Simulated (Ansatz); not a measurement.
Ta3AsAu2O13:

```
Ta As Au O
1.0
     5.45204    0.00000    0.00000
    -2.72602    4.72161    0.00000
     0.00000    0.00000    9.57902
Ta As Au O
3 1 2 13
Direct
  0.00000 0.00000 0.19408
  0.00000 0.00000 0.80592
  0.66667 0.33333 0.00000
  0.00000 0.00000 0.50000
  0.33333 0.66667 0.27428
  0.33333 0.66667 0.72572
  0.00000 0.00000 0.00000
  0.23947 0.97129 0.36402
  0.02871 0.26818 0.36402
  0.73182 0.76053 0.36402
  0.23947 0.97129 0.63598
  0.02871 0.26818 0.63598
  0.73182 0.76053 0.63598
  0.38452 0.33425 0.85844
  0.66575 0.05026 0.85844
  0.94974 0.61548 0.85844
  0.38452 0.33425 0.14156
  0.66575 0.05026 0.14156
  0.94974 0.61548 0.14156
```

The cell was built by a generator and needn't be a form met in nature.

Base run:

| Item | Value |
| --- | --- |
| Program | Ansatz 0.2.0 |
| Functional | LDA |
| Potentials or basis | all-electron LAPW, scalar-relativistic |
| Cutoff | 483 eV |
| Density cutoff | 1931 eV |
| Basis error allowed | 0.003 eV/atom |
| k mesh | 4 × 4 × 2 |
| Occupations | fermi-dirac, width 0.05 eV |
| Spin | no spin polarisation |

Its results: pressure -11.0 GPa; largest force 0.472 eV/Å.

After a change of settings the same cell gave: pressure -0.1 GPa; largest force 0.206 eV/Å. Which change was it?
A. functional from LDA to RPBE
B. functional from LDA to PBEsol
C. functional from LDA to revPBE
D. functional from LDA to PBE

D.

PBE binds less tightly than LDA, so the same cell stands under more pressure.

Caveats: the k mesh is thin for a metal, which can move the energy by tens of meV per atom.

Not every run made on this cell is shown here.
